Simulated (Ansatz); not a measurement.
# C₃H₃FSe: how energies converge with the basis set

One table from this session's results is given with a row withheld; the runs are named, their logs left out.

The runs use Ansatz 0.2.0, Gaussian basis; one geometry, several basis sets.

Plan: PBE0-D4/def2-SVP; ωB97M-V/def2-SVP; PBE0-D4/def2-QZVPP; ωB97M-V/def2-QZVPP; the functionals' def2-TZVPP values are taken from earlier runs.

## Structure used throughout

The geometry comes from an earlier relaxation with PBE0-D4 in a triple-zeta def2 set; it is a stationary point, not always the lowest conformer.

SMILES `FCC=C=[Se]`, 8 atoms, charge 0, spin multiplicity 1.

Atoms are counted from 1 here; the program's logs count them from 0.

Bond lengths: F1–C2 1.371 Å, C2–C3 1.497 Å, C2–H6 1.096 Å, C2–H7 1.096 Å, C3–C4 1.303 Å, C3–H8 1.088 Å, C4–Se5 1.693 Å. Angles: F1–C2–C3 111.5°, F1–C2–H6 108.1°, F1–C2–H7 108.2°, C3–C2–H6 110.2°, C3–C2–H7 110.2°, H6–C2–H7 108.5°, C2–C3–C4 124.7°, C2–C3–H8 116.9°, C4–C3–H8 118.4°, C3–C4–Se5 179.9°.

Geometry (Å):

```
F     1.4736    0.7582    0.5069
C     0.6463   -0.3121    0.7319
C    -0.5312   -0.2983   -0.1931
C    -0.7523    0.6116   -1.0991
Se   -1.0366    1.7950   -2.2752
H     0.3102   -0.2705    1.7745
H     1.2290   -1.2298    0.5905
H    -1.2470   -1.1114   -0.0921
```

The first run:

Input file in.yaml:

```yaml
crystal:
  periodic: [false, false, false]
  atoms:
    - {symbol: F, position_ang: [1.473642, 0.758205, 0.506863]}
    - {symbol: C, position_ang: [0.646305, -0.312080, 0.731912]}
    - {symbol: C, position_ang: [-0.531220, -0.298261, -0.193112]}
    - {symbol: C, position_ang: [-0.752254, 0.611574, -1.099143]}
    - {symbol: Se, position_ang: [-1.036559, 1.795027, -2.275242]}
    - {symbol: H, position_ang: [0.310185, -0.270456, 1.774517]}
    - {symbol: H, position_ang: [1.228983, -1.229789, 0.590464]}
    - {symbol: H, position_ang: [-1.246983, -1.111420, -0.092058]}
basis:
  gaussian: {orbitals: def2-SVP}
hamiltonian: {xc: pbe0, dispersion: d4}
output: {orbitals: {seedname: orbitals}}
```

Among the steps run: PBE0-D4 in def2-SVP; ωB97M-V in def2-SVP; PBE0-D4 in def2-QZVPP; ωB97M-V in def2-QZVPP.

One table of the session follows, with a row left open; its other results are not shown here.

It belongs to the step «Density functionals: the series». 

| functional | basis | HOMO (eV) | LUMO (eV) |
| --- | --- | --- | --- |
| PBE0-D4 | def2-SVP | -6.23 | -2.34 |
| PBE0-D4 | def2-TZVPP | -6.32 | -2.43 |
| PBE0-D4 | def2-QZVPP | ? | ? |
| ωB97M-V | def2-SVP | -8.22 | -0.19 |
| ωB97M-V | def2-TZVPP | -8.33 | -0.34 |
| ωB97M-V | def2-QZVPP | -8.35 | -0.38 |

**Question.** Estimate the row for PBE0-D4, def2-QZVPP.

**Answer.** HOMO (eV): -6.34; LUMO (eV): -2.46. In the column «HOMO (eV)» it lies between ωB97M-V, def2-SVP (-8.22) and PBE0-D4, def2-TZVPP (-6.32).
